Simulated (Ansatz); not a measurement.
# HfO+ (doublet): from Hartree-Fock to the top rungs, def2-QZVPP

One table from this session's results is given with a row withheld; the runs are named, their logs left out.

Method: def2-QZVPP, core rule «outside noble gas», up to 5 orbitals frozen; program: Ansatz 0.2.0, Gaussian basis.

To be run: UHF; ROHF; CCSD(T) on UHF.

2 further runs of the same task are left out: 2 set aside as unsound or not needed.

## The geometry

The geometry is a PBE0/def2-TZVP stationary point (not a proven minimum) of the parent state, kept for this charge and spin. No spin-orbit coupling is included. Elements past krypton take def2 core potentials.

2 atoms, charge 1, spin multiplicity 2.

Atoms are counted from 1 here; the program's logs count them from 0.

Bond lengths: Hf1–O2 1.721 Å.

As a file:

```
Hf    0.0000    0.0000    0.0000
O     0.0000    0.0000    1.7211
```

Set-up of the first run:

Input file in.yaml:

```yaml
crystal:
  periodic: [false, false, false]
  atoms:
    - {symbol: Hf, position_ang: [0.000000, 0.000000, 0.000000]}
    - {symbol: O, position_ang: [0.000000, 0.000000, 1.721133]}
basis:
  gaussian: {orbitals: "def2-QZVPP.json"}
total_charge: 1
magnetization: {spin_polarized: true, initial_magnetization: 1}
hamiltonian: {xc: hf}
output: {orbitals: {seedname: orbitals}}
```

On the command line:

```console
$ ansatz run in.yaml --threads 1 --pin off --events-out ev --progress --plain --max-ram 4096MiB --backend cpu
```

Steps of the session up to this table: UHF; ROHF; CCSD(T) on UHF.

One of the session's tables, all rows but one given; the rest of the session is left out.

```
  method  from UCCSD(T) (meV)
    ROHF              +9556.0
     UHF                    ?
    UMP2               -104.1
   UCCSD               +620.5
UCCSD(T)                    0
```

Estimate the missing values for UHF.

**Answer.** from UCCSD(T) (meV): +9528.0. In the column «from UCCSD(T) (meV)» it lies between UCCSD (+620.5) and ROHF (+9556.0).
